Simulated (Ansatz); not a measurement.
**A workflow on GeSiH6O (SMILES [SiH3][O][GeH3])**

We compute a series of 16 runs (HF/STO-3G, UHF/STO-3G, HF/3-21G, UHF/3-21G, HF/6-31G*, B3LYP/6-31G*, PBE/def2-SVP, MP2/6-31G*) of GeH6OSi. 

Program for the calculation: Ansatz 0.2.0.

## 1. Starting point

GeSiH6O: 9 atoms, total charge 0, spin state singlet. As SMILES, `[SiH3][O][GeH3]`. The shape is that of a PBE0-D4/def2-TZVP optimisation. The run starts from this shape.

Bond lengths: Si1–O2 1.633 Å, O2–Ge3 1.776 Å, Si1–H4 1.490 Å, Si1–H5 1.484 Å, Si1–H6 1.490 Å, Ge3–H7 1.532 Å, Ge3–H8 1.538 Å, Ge3–H9 1.538 Å. Some angles: Si1–O2–Ge3 134.7°, O2–Si1–H4 111.0°, O2–Si1–H5 108.2°, O2–Si1–H6 111.0°, O2–Ge3–H7 105.5°, O2–Ge3–H8 108.4°, O2–Ge3–H9 108.4°, H4–Si1–H5 109.4°, H4–Si1–H6 107.8°, H5–Si1–H6 109.4°.

## 2. A structure relaxation at HF/STO-3G (start density atoms) (run 1)

input.yaml reads:

```yaml
crystal:
  periodic: [false, false, false]
  atoms:
    - {symbol: Si, position_ang: [-0.686600, 1.033100, -0.921400]}
    - {symbol: O, position_ang: [0.592700, 0.201900, -0.339400]}
    - {symbol: Ge, position_ang: [0.809800, -1.049500, 0.901700]}
    - {symbol: H, position_ang: [-1.697500, 0.113200, -1.514500]}
    - {symbol: H, position_ang: [-0.195800, 1.964800, -1.966700]}
    - {symbol: H, position_ang: [-1.355600, 1.810800, 0.159300]}
    - {symbol: H, position_ang: [2.310800, -1.355600, 0.917000]}
    - {symbol: H, position_ang: [-0.018800, -2.280500, 0.498400]}
    - {symbol: H, position_ang: [0.329300, -0.484400, 2.248700]}
basis:
  gaussian: {orbitals: STO-3G}
hamiltonian: {xc: hf}
relax: {f_tol: 0.002}
output: {orbitals: {seedname: orbitals}}
```

On the command line:

```bash
$ ansatz run input.yaml --threads 1 --pin off --max-ram 3480MiB --events-out events.jsonl --progress --plain --runs-dir runs
```

Output:

```text
Warning: RAYON_NUM_THREADS=1 ignored (pool sized by the plan → 1); use --threads N
The last accepted step is kept in runs//last_step.txt (removed where the run ends without a failure and the disk answers)
[... 56 lines left out ...]
Total energy: -65708.47870957 eV, -2414.7420537702 hartree
[... 9 lines left out ...]
Dipole moment:    -0.133133    -0.065297     0.093762 e Å
```

Run time: 12 s. Hardware: 1 thread of Arm Neoverse N1, shared host; peak memory 0.11 GiB.

The path in brief:

```
step  energy from the first frame kept (eV)  largest force (eV/Å)
   1                                 0.0000                2.3671
   2                                -0.5621                1.1138
   3                                -0.5870                0.2970
   4                                -0.5938                0.1063
   5                                -0.5950                0.1283
   6                                -0.5956                0.0140
   7                                -0.5956                0.0012
```

After the run. Bond lengths: Si1–O2 1.654 Å, O2–Ge3 1.712 Å, Si1–H4 1.426 Å, Si1–H5 1.423 Å, Si1–H6 1.426 Å, Ge3–H7 1.437 Å, Ge3–H8 1.442 Å, Ge3–H9 1.442 Å. Some angles: Si1–O2–Ge3 125.6°, O2–Si1–H4 111.1°, O2–Si1–H5 108.3°, O2–Si1–H6 111.1°, O2–Ge3–H7 107.0°, O2–Ge3–H8 110.4°, O2–Ge3–H9 110.4°, H4–Si1–H5 109.2°, H4–Si1–H6 107.9°, H5–Si1–H6 109.2°.

## 3. The harmonic vibrations at HF/STO-3G (start density atoms) (run 2)

job.yaml reads:

```yaml
crystal:
  periodic: [false, false, false]
  atoms:
    - {symbol: Si, position_ang: [-0.655929, 0.993672, -0.886533]}
    - {symbol: O, position_ang: [0.713014, 0.219303, -0.374098]}
    - {symbol: Ge, position_ang: [0.780442, -0.984539, 0.841611]}
    - {symbol: H, position_ang: [-1.603743, 0.067272, -1.412004]}
    - {symbol: H, position_ang: [-0.292184, 1.918767, -1.904140]}
    - {symbol: H, position_ang: [-1.279765, 1.696956, 0.185338]}
    - {symbol: H, position_ang: [2.157077, -1.377572, 0.967009]}
    - {symbol: H, position_ang: [-0.028133, -2.119537, 0.470548]}
    - {symbol: H, position_ang: [0.297522, -0.460522, 2.095370]}
basis:
  gaussian:
    orbitals: STO-3G
hamiltonian:
  xc: hf
phonons:
  temperatures: {t_min: 298.15, t_max: 298.15, t_step: 1}
```

On the command line:

```bash
$ ansatz run job.yaml --threads 1 --pin off --max-ram 3480MiB --events-out events.jsonl --progress --plain --runs-dir runs
```

Output:

```text
Warning: RAYON_NUM_THREADS=1 ignored (pool sized by the plan → 1); use --threads N
[... 295 lines left out ...]
Total energy: -65708.47873053 eV, -2414.7420545403 hartree
[... 9 lines left out ...]
Dipole moment:    -0.133132    -0.065296     0.093761 e Å
Vibrations: 86.65 114.78 188.18 531.23 778.63 784.94 865.12 890.24 1063.90 1125.70 1138.60 1153.58 1227.78 1234.89 1254.77 2409.91 2425.17 2474.02 2849.68 2887.30 2907.17 cm⁻¹, zero-point energy 1.760094 eV
```

Wall time 53 s (1 thread of Arm Neoverse N1, shared host); peak memory 0.085 GiB.

Runs 3 to 15 aren't shown in full; the table further down has their settings and results.

## 4. Vibrational wavenumbers at MP2/6-31G(d) (Cartesian functions, start density atoms) (run 16)

input.yaml reads:

```yaml
crystal:
  periodic: [false, false, false]
  atoms:
    - symbol: Si
      position_ang: [-0.679511, 1.030920, -0.919992]
    - symbol: O
      position_ang: [0.669934, 0.226688, -0.374470]
    - symbol: Ge
      position_ang: [0.808989, -1.039228, 0.891606]
    - symbol: H
      position_ang: [-1.681568, 0.087561, -1.488417]
    - symbol: H
      position_ang: [-0.253132, 1.980581, -1.974227]
    - symbol: H
      position_ang: [-1.343041, 1.785970, 0.178555]
    - symbol: H
      position_ang: [2.301772, -1.394917, 0.956570]
    - symbol: H
      position_ang: [-0.042966, -2.258246, 0.479794]
    - symbol: H
      position_ang: [0.307823, -0.465529, 2.233682]
basis:
  gaussian: {orbitals: "6-31G*"}
phonons: {temperatures: {t_min: 298.15, t_max: 298.15, t_step: 1}}
correlation: {method: mp2}
```

On the command line:

```bash
$ ansatz run input.yaml --threads 1 --pin off --max-ram 3480MiB --events-out events.jsonl --progress --plain --runs-dir runs
```

Output:

```text
Warning: RAYON_NUM_THREADS=1 ignored (pool sized by the plan → 1); use --threads N
[... 41 lines left out ...]
15 core orbitals not correlated: weight in the atoms' cores, before any rotation towards them, 1.000 or more for the frozen orbitals, at most 0.000 for the correlated occupied ones
[... 187 lines left out ...]
15 core orbitals not correlated: weight in the atoms' cores, before any rotation towards them, 1.000 or more for the frozen orbitals, at most 0.000 for the correlated occupied ones
[... 187 lines left out ...]
Dipole moment:    -0.065253    -0.185101     0.202730 e Å
[... 1 line left out ...]
Checks for a lower state left out: cluster_reference
```

Wall time 5.2 min (1 thread of Arm Neoverse N1, shared host); peak memory 0.17 GiB.

## 5. The series

| run | level | task | walk f tol | partner | energy (Eh) | dipole moment (D) | wall time |
| --- | --- | --- | --- | --- | --- | --- | --- |
| 1 | HF/STO-3G (start density atoms) | optimise | 0.002 | base | -2414.742054 | 0.84 | 12 s |
| 2 | HF/STO-3G (start density atoms) | frequencies | – | base | -2414.742055 | 0.84 | 53 s |
| 3 | UHF/STO-3G (start density atoms) | energy | – | cation | -2414.529658 | – | 1.6 s |
| 4 | UHF/STO-3G (start density atoms) | optimise | – | cation | -2414.569549 | – | 16 s |
| 5 | HF/3-21G (start density atoms) | optimise | 0.002 | base | -2430.740748 | 0.50 | 14 s |
| 6 | HF/3-21G (start density atoms) | frequencies | – | base | -2430.740747 | 0.50 | 53 s |
| 7 | UHF/3-21G (start density atoms) | energy | – | cation | -2430.382436 | – | 7.2 s |
| 8 | UHF/3-21G (start density atoms) | optimise | – | cation | -2430.425041 | – | 53 s |
| 9 | HF/6-31G* (Cartesian functions, start density atoms) | optimise | 0.002 | base | -2442.389033 | 1.33 | 33 s |
| 10 | HF/6-31G* (Cartesian functions, start density atoms) | frequencies | – | base | -2442.389033 | 1.33 | 2.6 min |
| 11 | B3LYP/6-31G* (Cartesian functions, start density atoms) | optimise | 0.002 | base | -2445.127529 | 1.35 | 53 s |
| 12 | B3LYP/6-31G* (Cartesian functions, start density atoms) | frequencies | – | base | -2445.127529 | 1.35 | 4.3 min |
| 13 | PBE/def2-SVP (start density atoms) | optimise | 0.002 | base | -2444.383339 | 1.20 | 32 s |
| 14 | PBE/def2-SVP (start density atoms) | frequencies | – | base | -2444.383339 | 1.20 | 2.5 min |
| 15 | MP2/6-31G* (Cartesian functions, start density atoms) | optimise | 0.002 | base | -2442.899922 | 1.36 | 57 s |
| 16 | MP2/6-31G* (Cartesian functions, start density atoms) | frequencies | – | base | -2442.899922 | 1.36 | 5.2 min |

## 6. Outcome

| quantity | value |
| --- | --- |
| run 16, MP2/6-31G*: total energy | -2442.89992 Eh |
| run 16, MP2/6-31G*: dipole moment (correlated density) | 1.36 D |
| run 16, MP2/6-31G*: correlation energy (15 core orbitals frozen) | -512.6 mEh |
| run 16, MP2/6-31G*: largest force on an atom | 0.000 eV/Å |
| run 16, MP2/6-31G*: lowest harmonic wavenumber | 55 cm⁻¹ |
| run 16, MP2/6-31G*: highest harmonic wavenumber | 2338 cm⁻¹ |
| run 16, MP2/6-31G*: zero-point energy | 142.4 kJ/mol |
| vertical ionisation energy (to the doublet cation), HF/STO-3G | 5.780 eV |
| vertical ionisation energy (to the doublet cation), HF/3-21G | 9.750 eV |
| adiabatic ionisation energy (to the doublet cation, no zero-point term), HF/STO-3G | 4.694 eV |
| adiabatic ionisation energy (to the doublet cation, no zero-point term), HF/3-21G | 8.591 eV |

**Reading.** At HF/STO-3G: the vertical ionisation energy comes to 5.78 eV (133 kcal/mol). In a minimal basis such a difference can be off by several eV, whatever the method. At HF/3-21G: the vertical ionisation energy comes to 9.75 eV (225 kcal/mol). At HF/STO-3G: the adiabatic ionisation energy (to the doublet cation, no zero-point term) is 4.69 eV (108 kcal/mol). At HF/3-21G: the adiabatic ionisation energy (to the doublet cation, no zero-point term) is 8.59 eV (829 kJ/mol). Totals of different functionals can't be ranked against each other. In runs 1, 2, 3, 4 the basis is minimal, so the values are rough. All runs together took 21 min, the longest 5.2 min.
